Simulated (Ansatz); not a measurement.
# TiN, space group Fm-3m: an all-electron equation of state

Program: the Python package of Ansatz (0.2.0).

The cells in order, each with its output:

```python
from dataclasses import dataclass
import warnings

import ansatz
from ase.eos import EquationOfState
from ase.units import GPa
import numpy as np


@dataclass
class Options:
    occupations: str = 'gaussian'
    mesh: tuple[int, ...] = (12, 12, 12)
```

```python
settings = Options()
```

```python
vectors0 = np.array([
    [0.0, 2.119, 2.119],
    [2.119, 0.0, 2.119],
    [2.119, 2.119, 0.0],
])
sites = [
    ('Ti', [0.0, 0.0, 0.0]),
    ('N', [0.5, 0.5, 0.5]),
]


def make_crystal(cell):
    crystal = ansatz.Crystal(lattice=ansatz.Lattice.of(cell))
    for symbol, position in sites:
        crystal = crystal.atom(symbol, position)
    return crystal
```

```python
warnings.simplefilter('ignore', ansatz.DeckWarning)
```

```python
volumes, energies = [], []
for scale in np.linspace(0.94, 1.06, 5):
    cell = vectors0 * scale ** (1 / 3)
    base = (
        make_crystal(cell).calculation()
        .functional(ansatz.Functional.PBESOL)
        .occupations(settings.occupations)
        .kpoints(*settings.mesh)
        .pseudopotentials('all_electron', lapw=True, relativity='none')
    )
    report = base.run(threads=1).report
    volumes.append(abs(np.linalg.det(cell)) / len(sites))
    energies.append(report['free_energy_ev'] / len(sites))
    print(f'{scale:.3f} {volumes[-1]:9.4f} A^3/atom {energies[-1]:16.5f} eV/atom  (estimated basis error {1000 * report["lapw_basis_errors"]["total_ev_per_atom"]:.2f} meV/atom)')
v0, e0, bulk = EquationOfState(volumes, energies, eos='birchmurnaghan').fit()
print(f'V0 = {v0:.4f} A^3/atom, B0 = {bulk / GPa:.1f} GPa')
```

    0.940    8.9438 A^3/atom     -12286.77517 eV/atom  (estimated basis error 0.07 meV/atom)
    0.970    9.2292 A^3/atom     -12286.78909 eV/atom  (estimated basis error 0.07 meV/atom)
    1.000    9.5147 A^3/atom     -12286.78587 eV/atom  (estimated basis error 0.07 meV/atom)
    1.030    9.8001 A^3/atom     -12286.76807 eV/atom  (estimated basis error 0.07 meV/atom)
    1.060   10.0855 A^3/atom     -12286.73785 eV/atom  (estimated basis error 0.07 meV/atom)
    V0 = 9.3128 A^3/atom, B0 = 298.7 GPa

A third-order Birch-Murnaghan fit through the 5 points has its minimum at 9.31 Å³ an atom, 2.1 % below the typed cell, with a bulk modulus of 299 GPa and dB/dP = 4.3. From that minimum the energy rises by 14.6 meV an atom on the compressed side and 52.0 meV on the expanded side.

Caveats:
- These settings explore the input space; cutoff and mesh may be short of convergence.
- The run is spin-unpolarised.
- For a metal this k-point mesh is coarse: on a finer one energies can move by several to tens of meV an atom and pressures by half a GPa or more, differences at one mesh by less.
- The structure is a deposited one; some such entries were measured under pressure or heat, so a shift against it needn't be the functional's error alone.
- The whole script took 52 s on 1 thread of Arm Neoverse V2, with other jobs on the host, peak memory 0.44 GiB.
